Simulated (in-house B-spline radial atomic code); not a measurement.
**Ru⁵⁺: density, ELF and screening along the radius**

How do the shells of Ru⁵⁺ show in real space, and how much do the settings move them?

Program: in-house B-spline radial atomic code version 1. Level of theory: several methods, spin-polarised, as named in each step; spherical all-electron atom at the radial basis limit. These are calculated values, not measurements, unless marked.

## Step 1: Starting point

```
element       : ruthenium (Z = 44)
charge        : +5
electrons     : 39
configuration : [Kr] 4d3
nucleus       : point (non-relativistic runs) or finite (X2C runs)
```

Outer shells as boxes (Hund's rule):

[Kr] 4d3
```
[Kr] core
4d [↑ ][↑ ][↑ ][  ][  ]
```

Where spins are not typed, each open shell is filled with up spins first.

## Step 2: LDA (VWN5), X2C, [Kr] 4d3

Input settings:

```ini
Z = 44
electrons = 39.0
configuration = [Kr] 4d3
hamiltonian = x2c
method = lda,vwn
spin_polarised = True
nucleus = fermi
rms_radius = 4.4809
mass_number = 102
atomic_mass = 101.904340312
speed_of_light = 137.035999084
```

Started as:

```console
$ python run_scf.py task.json out
```

The settings of every run stand in task.json; they run in order.

The program writes no log. Results of the run, from its result record (rounded, main fields):

```text
status: converged
scf [iteration, energy, orbital gradient]:
  - [1, -4511.53499246, 0.646]
  - [2, -4516.80679603, 0.323]
  - [3, -4519.29390147, 0.0766]
  - [4, -4519.41884811, 0.0201]
  - [5, -4519.42565013, 0.00993]
  - [6, -4519.42743534, 0.00203]
  - [7, -4519.42746308, 0.000122]
  - [8, -4519.42746323, 1.02e-05]
  - [9, -4519.42746323, 3.8e-07]
energy [hartree]: {"total": -4519.42746323, "kinetic": 4701.83759562, "nuclear": -10837.9449106, "coulomb": 1744.06460702, "xc": -127.384755309}
orbitals [hartree, bohr; first row names the columns]:
  - ["name", "occ", "eps", "<r>", "<r^2>", "<1/r>", "r_max"]
  - ["1s up", 1.0, -806.41164, 0.032957, 0.0014773, 47.459, 0.021131]
  - ["1s down", 1.0, -806.41146, 0.032957, 0.0014773, 47.459, 0.021131]
  - ["2s up", 1.0, -118.26798, 0.14541, 0.024987, 10.658, 0.12301]
  - ["2s down", 1.0, -118.24662, 0.14541, 0.024985, 10.658, 0.123]
  - ["2p up", 3.0, -106.31368, 0.12681, 0.019659, 10.085, 0.098018]
  - ["2p down", 3.0, -106.29694, 0.1268, 0.019656, 10.086, 0.098011]
  - ["3s up", 1.0, -22.962421, 0.40316, 0.18625, 3.6526, 0.36216]
  - ["3s down", 1.0, -22.947268, 0.40306, 0.18612, 3.653, 0.36219]
  - ["3p up", 3.0, -19.029705, 0.4032, 0.18916, 3.4341, 0.35504]
  - ["3p down", 3.0, -19.013187, 0.40305, 0.18897, 3.4346, 0.35509]
  - ["3d up", 5.0, -12.668452, 0.38399, 0.17661, 3.1972, 0.30028]
  - ["3d down", 5.0, -12.64639, 0.38376, 0.17631, 3.198, 0.3004]
  - ["4s up", 1.0, -5.3392092, 0.99547, 1.119, 1.3918, 0.90681]
  - ["4s down", 1.0, -5.2453288, 0.99321, 1.1145, 1.3968, 0.90436]
  - ["4p up", 3.0, -4.2046424, 1.0797, 1.3258, 1.2537, 0.96749]
  - ["4p down", 3.0, -4.1072954, 1.078, 1.3227, 1.2574, 0.96459]
  - ["4d up", 3.0, -2.530169, 1.3094, 1.9831, 1.0023, 1.1225]
sum_r [bohr^k]: {"-1": 249.9625, "1": 20.57156, "2": 19.57053}
radius_at_0.001 [bohr]: 2.813
radius_enclosing_fraction [bohr]: {"0.5": 0.3708, "0.9": 1.231, "0.99": 2.022}
slater [hartree]:
  F0(4p up,4p up): 0.83242
  F2(4p up,4p up): 0.43909
  F0(4p up,4p down): 0.83312
  F2(4p up,4p down): 0.43915
  F0(4p up,4d up): 0.74926
  F2(4p up,4d up): 0.37939
  G1(4p up,4d up): 0.47898
  G3(4p up,4d up): 0.29585
  F0(4p down,4p down): 0.83383
  F2(4p down,4p down): 0.43922
  F0(4p down,4d up): 0.74972
  F2(4p down,4d up): 0.37913
  F0(4d up,4d up): 0.68802
  F2(4d up,4d up): 0.35284
  F4(4d up,4d up): 0.23434
```

Run time: 0.23 s. Hardware: 1 thread, shared host.

radius_at_0.001 is where the density falls to 0.001 electrons per bohr³.

Fields along the radius, from the same record (one point in 2):

```tsv
r (bohr)	4πr²n (1/bohr)	ELF	screened charge r·V (e)	reduced gradient s	4πr²(n↑−n↓)
0.00478	15.50	0.9992	42.82	0.5700	-0.0003696
0.00708	25.57	0.9986	42.28	0.5477	-0.0006069
0.0105	38.60	0.9965	41.51	0.5602	-0.0009138
0.0155	50.90	0.9874	40.46	0.6092	-0.001225
0.0230	56.20	0.9283	39.03	0.6938	-0.001472
0.0340	51.34	0.6044	37.18	0.7405	-0.001426
0.0503	47.75	0.3067	34.75	0.5054	0.002289
0.0745	60.26	0.5648	31.63	0.2855	0.03240
0.110	69.30	0.7664	27.88	0.4219	0.1622
0.163	51.21	0.4321	23.66	0.5583	0.4706
0.242	47.46	0.4164	19.00	0.2232	0.7091
0.358	52.19	0.7736	14.37	0.3824	0.3174
0.530	24.51	0.4465	10.77	0.7703	0.05387
0.784	13.26	0.3552	8.013	0.3312	1.556
1.16	10.94	0.7881	5.964	0.6024	2.744
1.72	2.984	0.4159	5.139	1.493	1.369
2.54	0.2409	0.03042	5.007	4.500	0.1818
3.77	0.003928	0.0002517	5.000	23.09	0.003729
```

## Step 3: PBE, X2C, [Kr] 4d3

Settings: those of step 2 with these lines changed.

```diff
@@ -4,3 +4,3 @@
 hamiltonian = x2c
-method = lda,vwn
+method = pbe,pbe
 spin_polarised = True
```

Result record:

```text
status: converged
scf [iteration, energy, orbital gradient]:
  - [1, -4516.21215896, 0.626]
  - [2, -4521.63997302, 0.32]
  - [3, -4523.97272019, 0.0774]
  - [4, -4524.09255167, 0.0205]
  - [5, -4524.09888866, 0.00931]
  - [6, -4524.10062928, 0.00188]
  - [7, -4524.1006532, 7.24e-05]
  - [8, -4524.10065322, 9.29e-06]
  - [9, -4524.10065322, 3.8e-07]
energy [hartree]: {"total": -4524.10065322, "kinetic": 4708.3977535, "nuclear": -10844.9405523, "coulomb": 1744.57126951, "xc": -132.129123966}
orbitals [hartree, bohr; first row names the columns]:
  - ["name", "occ", "eps", "<r>"]
  - ["1s up", 1.0, -807.52797, 0.03292]
  - ["1s down", 1.0, -807.52832, 0.03292]
  - ["2s up", 1.0, -118.39823, 0.14525]
  - ["2s down", 1.0, -118.37661, 0.14524]
  - ["2p up", 3.0, -106.34686, 0.12674]
  - ["2p down", 3.0, -106.33067, 0.12673]
  - ["3s up", 1.0, -23.003565, 0.40234]
  - ["3s down", 1.0, -22.99273, 0.4023]
  - ["3p up", 3.0, -19.039894, 0.40262]
  - ["3p down", 3.0, -19.027457, 0.40254]
  - ["3d up", 5.0, -12.653826, 0.3837]
  - ["3d down", 5.0, -12.634126, 0.38357]
  - ["4s up", 1.0, -5.3429592, 0.99664]
  - ["4s down", 1.0, -5.2398405, 0.99317]
  - ["4p up", 3.0, -4.206168, 1.0806]
  - ["4p down", 3.0, -4.0973968, 1.0779]
  - ["4d up", 3.0, -2.5282916, 1.309]
sum_r [bohr^k]: {"-1": 250.1335, "1": 20.56534, "2": 19.55506}
```

Run time: 0.24 s. Hardware: 1 thread, shared host.

Fields along the radius, from the same record (one point in 4):

```tsv
r (bohr)	4πr²n (1/bohr)	ELF	screened charge r·V (e)	reduced gradient s	4πr²(n↑−n↓)
0.00478	15.54	0.9992	42.82	0.5703	-0.0004595
0.0105	38.69	0.9965	41.51	0.5604	-0.001131
0.0230	56.25	0.9282	39.03	0.6945	-0.001811
0.0503	47.72	0.3060	34.75	0.5051	0.001256
0.110	69.36	0.7670	27.88	0.4222	0.1602
0.242	47.44	0.4163	19.00	0.2214	0.7060
0.530	24.45	0.4463	10.77	0.7750	0.04351
1.16	11.00	0.7894	5.960	0.6022	2.773
2.54	0.2403	0.02999	5.007	4.463	0.1814
```

## Step 4: Hartree-Fock, X2C, [Kr] 4d3

Settings: those of step 3 with these lines changed.

```diff
@@ -4,3 +4,3 @@
 hamiltonian = x2c
-method = pbe,pbe
+method = hf
 spin_polarised = True
```

Result record:

```text
status: converged
scf [iteration, energy, orbital gradient]:
  - [1, -4514.6110766, 0.635]
  - [2, -4521.47787593, 0.222]
  - [3, -4522.33799986, 0.0585]
  - [4, -4522.41908777, 0.0219]
  - [5, -4522.42793968, 0.00871]
  - [6, -4522.42906257, 0.00112]
  - [7, -4522.4290738, 0.000182]
  - [8, -4522.4290742, 2.89e-05]
  - [9, -4522.42907421, 2.44e-06]
  - [10, -4522.42907421, 1.74e-07]
energy [hartree]: {"total": -4522.42907421, "kinetic": 4708.05251047, "nuclear": -10844.4082058, "coulomb": 1743.91808426, "exact_exchange": -129.991463175}
orbitals [hartree, bohr; first row names the columns]:
  - ["name", "occ", "eps", "<r>"]
  - ["1s up", 1.0, -819.75014, 0.032909]
  - ["1s down", 1.0, -819.75099, 0.032909]
  - ["2s up", 1.0, -123.10266, 0.14496]
  - ["2s down", 1.0, -123.06232, 0.14494]
  - ["2p up", 3.0, -110.32235, 0.12678]
  - ["2p down", 3.0, -110.28277, 0.12674]
  - ["3s up", 1.0, -25.117835, 0.39986]
  - ["3s down", 1.0, -25.098642, 0.39975]
  - ["3p up", 3.0, -20.801232, 0.40047]
  - ["3p down", 3.0, -20.77728, 0.40029]
  - ["3d up", 5.0, -13.85589, 0.38261]
  - ["3d down", 5.0, -13.799816, 0.38288]
  - ["4s up", 1.0, -6.0495451, 1.003]
  - ["4s down", 1.0, -5.8375001, 0.99751]
  - ["4p up", 3.0, -4.7125561, 1.0855]
  - ["4p down", 3.0, -4.4441906, 1.0821]
  - ["4d up", 3.0, -2.8110459, 1.3096]
sum_r [bohr^k]: {"-1": 250.1177, "1": 20.57803, "2": 19.58028}
```

Run time: 0.4 s. Hardware: 1 thread, shared host.

The record's radial tables, every 4th point:

```tsv
r (bohr)	4πr²n (1/bohr)	ELF	screened charge r·V (e)	reduced gradient s	4πr²(n↑−n↓)
0.00478	15.53	0.9993	42.82	0.5693	-0.0006196
0.0105	38.70	0.9965	41.51	0.5597	-0.001516
0.0230	56.29	0.9289	39.03	0.6947	-0.002341
0.0503	47.66	0.3044	34.75	0.5052	-0.00005
0.110	69.43	0.7689	27.88	0.4224	0.1579
0.242	47.40	0.4151	19.00	0.2186	0.7065
0.530	24.39	0.4457	10.78	0.7837	0.01675
1.16	11.03	0.7930	5.966	0.5965	2.790
2.54	0.2355	0.02954	5.007	4.580	0.1773
```

## Step 5: BP86, X2C, [Kr] 4d3

Settings: those of step 4 with these lines changed.

```diff
@@ -4,3 +4,3 @@
 hamiltonian = x2c
-method = hf
+method = b88,p86
 spin_polarised = True
```

Result record:

```text
status: converged
scf [iteration, energy, orbital gradient]:
  - [1, -4517.11381, 0.632]
  - [2, -4522.54218735, 0.32]
  - [3, -4524.89723662, 0.0767]
  - [4, -4525.02058751, 0.0201]
  - [5, -4525.02759657, 0.0098]
  - [6, -4525.02937816, 0.0019]
  - [7, -4525.02940241, 0.000112]
  - [8, -4525.02940247, 1.16e-05]
  - [9, -4525.02940247, 4.96e-07]
  - [10, -4525.02940247, 2.6e-08]
energy [hartree]: {"total": -4525.02940247, "kinetic": 4709.38482668, "nuclear": -10846.1654557, "coulomb": 1744.82383129, "xc": -133.072604744}
orbitals [hartree, bohr; first row names the columns]:
  - ["name", "occ", "eps", "<r>"]
  - ["1s up", 1.0, -807.70719, 0.032917]
  - ["1s down", 1.0, -807.70748, 0.032917]
  - ["2s up", 1.0, -118.42442, 0.14524]
  - ["2s down", 1.0, -118.40307, 0.14523]
  - ["2p up", 3.0, -106.37261, 0.12673]
  - ["2p down", 3.0, -106.35652, 0.12672]
  - ["3s up", 1.0, -23.009515, 0.40235]
  - ["3s down", 1.0, -22.998436, 0.40231]
  - ["3p up", 3.0, -19.046183, 0.40263]
  - ["3p down", 3.0, -19.033566, 0.40255]
  - ["3d up", 5.0, -12.659461, 0.38372]
  - ["3d down", 5.0, -12.639886, 0.38358]
  - ["4s up", 1.0, -5.344192, 0.9963]
  - ["4s down", 1.0, -5.2458014, 0.99299]
  - ["4p up", 3.0, -4.2068658, 1.0804]
  - ["4p down", 3.0, -4.1030937, 1.0775]
  - ["4d up", 3.0, -2.5284694, 1.3068]
sum_r [bohr^k]: {"-1": 250.1622, "1": 20.55676, "2": 19.5247}
```

It took 0.26 s on 1 thread, shared host.

Fields along the radius, from the same record (one point in 4):

```tsv
r (bohr)	4πr²n (1/bohr)	ELF	screened charge r·V (e)	reduced gradient s	4πr²(n↑−n↓)
0.00478	15.55	0.9992	42.82	0.5703	-0.0004321
0.0105	38.70	0.9965	41.51	0.5605	-0.001066
0.0230	56.26	0.9282	39.03	0.6945	-0.001721
0.0503	47.73	0.3060	34.75	0.5050	0.001486
0.110	69.36	0.7670	27.87	0.4223	0.1610
0.241	47.32	0.4114	19.05	0.2231	0.7084
0.529	24.59	0.4496	10.79	0.7733	0.04304
1.16	10.99	0.7891	5.958	0.6019	2.769
2.54	0.2342	0.02937	5.007	4.579	0.1764
```

## Step 6: PBE, non-rel., [Kr] 4d2 5p1

Input settings:

```ini
Z = 44
electrons = 39.0
configuration = [Kr] 4d2 5p1
hamiltonian = nr
method = pbe,pbe
spin_polarised = True
```

Result record:

```text
status: converged
scf [iteration, energy, orbital gradient]:
  - [1, -4427.55055819, 0.616]
  - [2, -4433.81849071, 0.34]
  - [3, -4436.13278524, 0.0786]
  - [4, -4436.2615326, 0.0226]
  - [5, -4436.26863192, 0.0088]
  - [6, -4436.27054676, 0.00146]
  - [7, -4436.2705639, 8.04e-05]
  - [8, -4436.27056398, 3.21e-06]
  - [9, -4436.27056398, 1.96e-07]
energy [hartree]: {"total": -4436.27056398, "kinetic": 4434.43727094, "nuclear": -10450.8503995, "coulomb": 1708.23325001, "xc": -128.090685381}
orbitals [hartree, bohr; first row names the columns]:
  - ["name", "occ", "eps", "<r>"]
  - ["1s up", 1.0, -786.84865, 0.034631]
  - ["1s down", 1.0, -786.84721, 0.034631]
  - ["2s up", 1.0, -113.62136, 0.15088]
  - ["2s down", 1.0, -113.60429, 0.15088]
  - ["2p up", 3.0, -105.3395, 0.12915]
  - ["2p down", 3.0, -105.32617, 0.12914]
  - ["3s up", 1.0, -22.324486, 0.41455]
  - ["3s down", 1.0, -22.315073, 0.41447]
  - ["3p up", 3.0, -19.078771, 0.40793]
  - ["3p down", 3.0, -19.06775, 0.40784]
  - ["3d up", 5.0, -13.116173, 0.38287]
  - ["3d down", 5.0, -13.099842, 0.38274]
  - ["4s up", 1.0, -5.3963822, 1.0134]
  - ["4s down", 1.0, -5.3134294, 1.0109]
  - ["4p up", 3.0, -4.3877599, 1.078]
  - ["4p down", 3.0, -4.3018982, 1.0753]
  - ["4d up", 2.0, -2.7441003, 1.2715]
  - ["5p up", 1.0, -1.6584277, 2.4407]
sum_r [bohr^k]: {"-1": 237.5193, "1": 21.71826, "2": 24.06414}
```

Run time: 0.16 s. Hardware: 1 thread, shared host.

Fields along the radius, from the same record (one point in 4):

```tsv
r (bohr)	4πr²n (1/bohr)	ELF	screened charge r·V (e)	reduced gradient s	4πr²(n↑−n↓)
0.00561	14.38	0.9990	42.69	0.4282	-0.0002582
0.0130	40.53	0.9943	41.07	0.5233	-0.0002413
0.0299	53.60	0.8050	37.97	0.7168	0.006198
0.0692	54.83	0.4502	32.43	0.3002	0.04661
0.160	53.39	0.4874	24.03	0.5567	0.3198
0.369	51.19	0.7769	14.24	0.3991	0.2272
0.854	13.02	0.5293	7.757	0.3172	1.616
1.97	1.575	0.1062	5.234	1.484	0.9653
4.56	0.02194	0.02981	5.001	9.871	0.02194
```

## Step 7: Results

| run | total energy (hartree) | highest level (eV) | radius holding 50 / 90 / 99 % (bohr) | radius at n = 0.001 (bohr) | ELF minima on the full grid (bohr) |
| --- | --- | --- | --- | --- | --- |
| LDA (VWN5), X2C, [Kr] 4d3 | -4519.4275 | -68.849 | 0.371 / 1.23 / 2.02 | 2.81 | 0.050, 0.20, 0.65 |
| PBE, X2C, [Kr] 4d3 | -4524.1007 | -68.798 | 0.371 / 1.23 / 2.02 | 2.81 | 0.050, 0.20, 0.64 |
| Hartree-Fock, X2C, [Kr] 4d3 | -4522.4291 | -76.492 | 0.370 / 1.23 / 2.02 | 2.80 | 0.050, 0.20, 0.65 |
| BP86, X2C, [Kr] 4d3 | -4525.0294 | -68.803 | 0.371 / 1.23 / 2.02 | 2.80 | 0.050, 0.20, 0.64 |
| PBE, non-rel., [Kr] 4d2 5p1 | -4436.2706 | -45.128 | 0.374 / 1.27 / 2.68 | 3.57 | 0.056, 0.20, 0.69, 2.0 |

What this shows: In the first run ELF has 3 minima on the grid, which mark the borders between shells. On the record's full grid the screened charge (r times the electrostatic potential) falls from 43.9 near the nucleus to 5.00 at 4.6 bohr; far out it tends to the net charge, 5. The radius that holds 99 % of the electrons runs from 2.02 bohr (BP86, X2C, [Kr] 4d3) to 2.68 bohr (PBE, non-rel., [Kr] 4d2 5p1). The grid is coarse (about 22 % a step), so the places of minima are rough. For X2C runs ELF uses the non-relativistic kinetic energy density, and the fields carry no picture-change correction.
